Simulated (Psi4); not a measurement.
**AlH2SeF (SMILES [F][AlH][SeH]): wB97M-V/aug-cc-pVDZ**

What is the vertical electron affinity of AlH2SeF at wB97M-V/aug-cc-pVDZ? 

Program for the calculation: Psi4 1.11.

2 further runs of the same task are left out: 2 set aside as unsound or not needed.

### 1 The structure to begin with

AlH2SeF has 5 atoms, charge 0, and is taken as a singlet. SMILES: `[F][AlH][SeH]`. The shape is that of a PBE0-D4/def2-TZVP optimisation. This is one conformer, not always the lowest.

Bond lengths: F1–Al2 1.647 Å, Al2–Se3 2.302 Å, Al2–H4 1.570 Å, Se3–H5 1.470 Å. Angles: F1–Al2–Se3 115.9°, F1–Al2–H4 119.6°, Se3–Al2–H4 124.5°, Al2–Se3–H5 90.0°.

### 2 A single-point energy at wB97M-V/aug-cc-pVDZ

The input, input.json:

```json
{
 "schema_name": "qcschema_input",
 "schema_version": 1,
 "molecule": {
  "schema_name": "qcschema_molecule",
  "schema_version": 2,
  "symbols": ["F", "Al", "Se", "H", "H"],
  "geometry": [-2.18187778, -1.22378664, 3.25807681, -0.62493243, -0.8887382, 0.58505921, 1.18996054, 3.00806605, -0.0814472, -0.46014831, -3.16453537, -1.3116589, 2.17110634, 2.12991032, -2.52826458],
  "molecular_charge": 0,
  "molecular_multiplicity": 1,
  "fix_symmetry": "c1"
 },
 "driver": "energy",
 "model": {
  "method": "wb97m-v",
  "basis": "aug-cc-pVDZ"
 },
 "keywords": {
  "reference": "rks",
  "puream": true,
  "e_convergence": 1e-09,
  "d_convergence": 1e-08,
  "scf_type": "pk",
  "dft_radial_points": 99,
  "dft_spherical_points": 590
 }
}
```

Run with:

```
$ psi4 --qcschema input.json -n 1 --memory 1600MB
```

stdout:

```text
[...]
  Running in c1 symmetry.
[...]
  Nuclear repulsion =  214.703446919320470
[...]
  Multiplicity = 1
[...]
  Nalpha       = 29
  Nbeta        = 29
[...]
    Number of basis functions: 104
[...]
   @RKS iter   1: -2744.51736501741061   -2.69154e+00   1.01081e-02 DIIS/ADIIS
[...]
   @RKS iter  12: -2744.94721417830533   -7.27596e-12   2.93320e-09 DIIS
[...]
    Orbital Energies [Eh]
    ---------------------
    Doubly Occupied:
       1A   -454.565694     2A    -58.418459     3A    -56.372500
       4A    -52.347281     5A    -52.346134     6A    -52.345302
       7A    -24.902965     8A     -8.034647     9A     -5.937734
      10A     -5.933047    11A     -5.928632    12A     -4.342786
      13A     -2.859343    14A     -2.855356    15A     -2.853223
      16A     -2.255297    17A     -2.253701    18A     -2.249995
      19A     -2.246427    20A     -2.246149    21A     -1.292602
      22A     -0.829465    23A     -0.589685    24A     -0.533519
      25A     -0.528848    26A     -0.489793    27A     -0.480265
      28A     -0.396901    29A     -0.359797
[...]
  @RKS Final Energy: -2744.94721417830533
   => Energetics <=
    Nuclear Repulsion Energy =            214.7034469193204700
    One-Electron Energy =               -4248.8678548006846540
    Two-Electron Energy =                1380.9446922315253232
    DFT Exchange-Correlation Energy =     -91.9700372810714271
    Empirical Dispersion Energy =           0.0000000000000000
    VV10 Nonlocal Energy =                  0.2425387526043912
    Total Energy =                      -2744.9472141783053303
[...]
 Multipole Moments:
 ------------------------------------------------------------------------------------
     Multipole            Electronic (a.u.)      Nuclear  (a.u.)        Total (a.u.)
 ------------------------------------------------------------------------------------
 L = 1.  Multiply by 2.5417464519 to convert [e a0] to [Debye]
 Dipole X            :          3.3250584           -3.0523414            0.2727170
 Dipole Y            :          8.2919251           -8.4431237           -0.1511986
 Dipole Z            :         -0.4158582           -0.1992481           -0.6151063
 Magnitude           :                                                    0.6896313
[...]
```

The result, in JSON:

```text
{
 "driver": "energy",
 "model": {
  "method": "wb97m-v",
  "basis": "aug-cc-pVDZ"
 },
 "success": true,
 "return_result": -2744.9472141783053,
 "properties": {
  "calcinfo_nbasis": 104,
  "calcinfo_nmo": 104,
  "calcinfo_nalpha": 29,
  "calcinfo_nbeta": 29,
  "calcinfo_natom": 5,
  "nuclear_repulsion_energy": 214.70344691932047,
  "return_energy": -2744.9472141783053,
  "scf_one_electron_energy": -4248.867854800685,
  "scf_two_electron_energy": 1380.9446922315253,
  "scf_vv10_energy": 0.2425387526043912,
  "scf_xc_energy": -91.97003728107143,
  "scf_dipole_moment": [0.2727169661678208, -0.1511986218769792, -0.6151062831106393],
  "scf_total_energy": -2744.9472141783053,
  "scf_iterations": 12
 }
}
```

Wall time 96 s (1 thread of Intel Xeon Platinum 8488C (Sapphire Rapids), shared host); peak memory 1 GiB.

### 3 The doublet anion, same level

The input, alfh2se.dat:

```
memory 1600 MB

molecule {
  -1 2
  F     -1.154600    -0.647600     1.724100
  Al    -0.330700    -0.470300     0.309600
  Se     0.629700     1.591800    -0.043100
  H     -0.243500    -1.674600    -0.694100
  H      1.148900     1.127100    -1.337900
  symmetry c1
}

set globals {
  basis                aug-cc-pVDZ
  reference            uks
  puream               true
  e_convergence        1e-09
  d_convergence        1e-08
  scf_type             pk
  dft_radial_points    99
  dft_spherical_points 590
  maxiter              200
}

e = energy('wb97m-v')
```

Run with:

```
$ psi4 -i alfh2se.dat -o alfh2se.out -n 1
```

alfh2se.out:

```text
[...]
  Running in c1 symmetry.
[...]
  Nuclear repulsion =  214.703446955199809
[...]
  Multiplicity = 2
[...]
  Nalpha       = 30
  Nbeta        = 29
[...]
    Number of basis functions: 104
[...]
   @UKS iter   1: -2744.46086356231535   -2.63503e+00   1.02844e-02 ADIIS/DIIS
[...]
   @UKS iter  14: -2744.93411331706375   -1.90994e-11   8.79948e-09 DIIS
[...]
   @S^2 Observed:                7.512662980E-01
[...]
    Orbital Energies [Eh]
    ---------------------
    Alpha Occupied:
       1A   -454.406719     2A    -58.259688     3A    -56.180144
       4A    -52.188687     5A    -52.187283     6A    -52.186498
       7A    -24.734652     8A     -7.876110     9A     -5.779930
      10A     -5.774344    11A     -5.769689    12A     -4.152122
      13A     -2.667626    14A     -2.665631    15A     -2.663376
      16A     -2.097400    17A     -2.095616    18A     -2.091729
      19A     -2.087466    20A     -2.087173    21A     -1.126876
      22A     -0.673312    23A     -0.424649    24A     -0.370417
      25A     -0.366310    26A     -0.336210    27A     -0.312053
      28A     -0.234166    29A     -0.208960    30A      0.016007
    Alpha Virtual:
[...]
  @UKS Final Energy: -2744.93411331706375
   => Energetics <=
    Nuclear Repulsion Energy =            214.7034469551998086
    One-Electron Energy =               -4258.4508587924174208
    Two-Electron Energy =                1390.5875420565012064
    DFT Exchange-Correlation Energy =     -92.0186607733303106
    Empirical Dispersion Energy =           0.0000000000000000
    VV10 Nonlocal Energy =                  0.2444172369821558
    Total Energy =                      -2744.9341133170642024
[...]
 Multipole Moments:
 ------------------------------------------------------------------------------------
     Multipole            Electronic (a.u.)      Nuclear  (a.u.)        Total (a.u.)
 ------------------------------------------------------------------------------------
 L = 1.  Multiply by 2.5417464519 to convert [e a0] to [Debye]
 Dipole X            :          4.0542962           -3.0523414            1.0019547
 Dipole Y            :         10.8180884           -8.4431237            2.3749648
 Dipole Z            :         -0.0088213           -0.1992481           -0.2080694
 Magnitude           :                                                    2.5860518
[...]
```

Run time: 2.1 min. Hardware: 1 thread of Intel Xeon Platinum 8488C (Sapphire Rapids), shared host; peak memory 1 GiB.

### 4 Summary of results

Level: wB97M-V/aug-cc-pVDZ.

| quantity | value |
| --- | --- |
| singlet AlH2SeF: total energy | -2744.94721 Eh |
| singlet AlH2SeF: dipole moment | 1.75 D |
| singlet AlH2SeF: HOMO energy | -9.79 eV |
| singlet AlH2SeF: LUMO energy | 0.17 eV |
| singlet AlH2SeF: HOMO–LUMO gap | 9.97 eV |
| doublet anion: total energy | -2744.93411 Eh |
| doublet anion: HOMO energy (highest over α and β) | 0.44 eV |
| doublet anion: LUMO energy (lowest over α and β) | 2.94 eV |
| doublet anion: ⟨S²⟩ | 0.751 |
| vertical electron affinity (to the doublet anion) | -0.356 eV |

In words: The anion lies 0.36 eV (8.2 kcal/mol) above the neutral: the electron isn't bound at this level, and such a value depends on the basis. The HOMO (doublet anion) lies at positive energy, 0.44 eV; only total energies tell whether the electron is bound.
